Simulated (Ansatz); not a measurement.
# Si3NH9 + HCl: a complex and its separated parts

The complex below is one end of an elementary step. How strongly is it bound against its free parts?

The runs use Ansatz 0.2.0, Gaussian basis; PBE0-D4/def2-TZVP structures, single points in def2-TZVPP, no counterpoise correction.

Levels: SPW92, PBE-D4, BLYP-D4, r2SCAN-D4, B97M-V, PBE0-D4, B3LYP-D4, r2SCAN0-D4, BHLYP-D4, CAM-B3LYP-D4, wB97X-V, wB97M-V, B2PLYP, PBE-QIDH, RPA on PBE, Hartree-Fock, MP2, CCSD, CCSD(T).

Correlated methods freeze the cores. B3LYP uses VWN-RPA correlation. B2PLYP carries no dispersion term here.

94 further runs of the same task are left out: 94 set aside as unsound or not needed.

## 1. Where the work starts

The complex: 15 atoms, charge 0, spin multiplicity 1.

Atoms are counted from 1 here; the program's logs count them from 0.

Bond lengths: Si1–N4 1.752 Å, Si1–H7 1.486 Å, Si1–H8 1.482 Å, Si1–H9 1.485 Å, Cl2–H3 1.303 Å, N4–Si5 1.752 Å, N4–Si6 1.752 Å, Si5–H10 1.487 Å, Si5–H11 1.486 Å, Si5–H12 1.483 Å, Si6–H13 1.486 Å, Si6–H14 1.487 Å, Si6–H15 1.483 Å. Angles: N4–Si1–H7 111.0°, N4–Si1–H8 109.9°, N4–Si1–H9 107.0°, H7–Si1–H8 109.1°, H7–Si1–H9 109.3°, H8–Si1–H9 110.4°, Si1–N4–Si5 118.1°, Si1–N4–Si6 118.1°, Si5–N4–Si6 118.2°, N4–Si5–H10 111.0°, N4–Si5–H11 107.0°, N4–Si5–H12 109.9°, H10–Si5–H11 109.3°, H10–Si5–H12 109.1°, H11–Si5–H12 110.5°, N4–Si6–H13 107.0°, N4–Si6–H14 111.0°, N4–Si6–H15 109.9° and more.

Geometry (Å):

```
Si    0.05280   -1.69000   -0.52838
Cl    0.70146    1.53419   -2.68251
H     0.41416    0.90513   -1.57816
N    -0.02598   -0.05706    0.10027
Si    1.31481    0.52106    1.06766
Si   -1.60655    0.64663    0.37351
H    -0.73506   -2.62483    0.31722
H    -0.47628   -1.72356   -1.91271
H     1.48189   -2.09482   -0.50909
H     1.59407   -0.40438    2.19713
H     0.92209    1.84902    1.60548
H     2.52943    0.64123    0.22606
H    -2.57347   -0.12436   -0.44958
H    -1.99223    0.54940    1.80595
H    -1.60125    2.07236   -0.03284
```

Its parts: Si3NH9 holds atoms 1, 4, 5, 6, 7, 8, 9, 10, 11, 12, 13, 14, 15; HCl holds atoms 2, 3. Each part counts its atoms afresh in its own runs.

## 2. Relaxing Si3NH9 alone

Input file relax-a/in.yaml:

```yaml
crystal:
  periodic: [false, false, false]
  atoms:
    - {symbol: Si, position_ang: [0.052802, -1.690002, -0.528381]}
    - {symbol: N, position_ang: [-0.025983, -0.057058, 0.100274]}
    - {symbol: Si, position_ang: [1.314807, 0.521059, 1.067657]}
    - {symbol: Si, position_ang: [-1.606546, 0.646625, 0.373507]}
    - {symbol: H, position_ang: [-0.735060, -2.624830, 0.317216]}
    - {symbol: H, position_ang: [-0.476282, -1.723560, -1.912712]}
    - {symbol: H, position_ang: [1.481894, -2.094821, -0.509093]}
    - {symbol: H, position_ang: [1.594075, -0.404382, 2.197127]}
    - {symbol: H, position_ang: [0.922089, 1.849017, 1.605478]}
    - {symbol: H, position_ang: [2.529428, 0.641229, 0.226063]}
    - {symbol: H, position_ang: [-2.573465, -0.124357, -0.449576]}
    - {symbol: H, position_ang: [-1.992228, 0.549398, 1.805946]}
    - {symbol: H, position_ang: [-1.601250, 2.072363, -0.032838]}
basis:
  gaussian: {orbitals: def2-TZVP}
hamiltonian: {xc: pbe0, dispersion: d4}
relax: {f_tol: 0.005, max_steps: 200}
```

Started as:

```sh
> ansatz run in.yaml --threads 4 --pin off --events-out ev --progress --plain --max-ram 46080MiB --backend cuda --devices 0, --max-vram 37GiB
```

The runs that follow: Relaxing HCl alone; SPW92/def2-TZVPP; PBE-D4/def2-TZVPP; BLYP-D4/def2-TZVPP; r2SCAN-D4/def2-TZVPP; B97M-V/def2-TZVPP; PBE0-D4/def2-TZVPP; B3LYP-D4/def2-TZVPP; r2SCAN0-D4/def2-TZVPP; BHLYP-D4/def2-TZVPP; CAM-B3LYP-D4/def2-TZVPP; wB97X-V/def2-TZVPP; wB97M-V/def2-TZVPP; B2PLYP/def2-TZVPP; PBE-QIDH/def2-TZVPP; RPA on PBE/def2-TZVPP; CCSD(T)/def2-TZVPP; Vibrations of Si3NH9; Vibrations of HCl.

Before running it: what results should come out? Wanted: complex less parts, CCSD(T)/def2-TZVPP; with zero-point energy; largest T1 diagnostic.

As calculated:

| quantity | value |
| --- | --- |
| complex less parts, CCSD(T)/def2-TZVPP | -2.93 kcal/mol |
| with zero-point energy | -1.59 kcal/mol |
| largest T1 diagnostic | 0.011 |

What this shows: At CCSD(T) the complex lies 2.93 kcal/mol below its parts. Among the functionals wB97X-V lands nearest to CCSD(T) (-0.23 kcal/mol) and SPW92 farthest (-5.10 kcal/mol). By rung, the mean size of the error is: LDA 5.10, GGA 2.20, meta-GGA 0.84, hybrid 0.86, range-separated hybrid 0.43, double hybrid 0.76 kcal/mol. PBE-D4 gives a relative energy 2.42 kcal/mol too low, an error of 83 % of the reference. No counterpoise was applied, and triple zeta lacks some correlation, so the CCSD(T) reference has a basis error of its own, and close matches with it are partly luck.
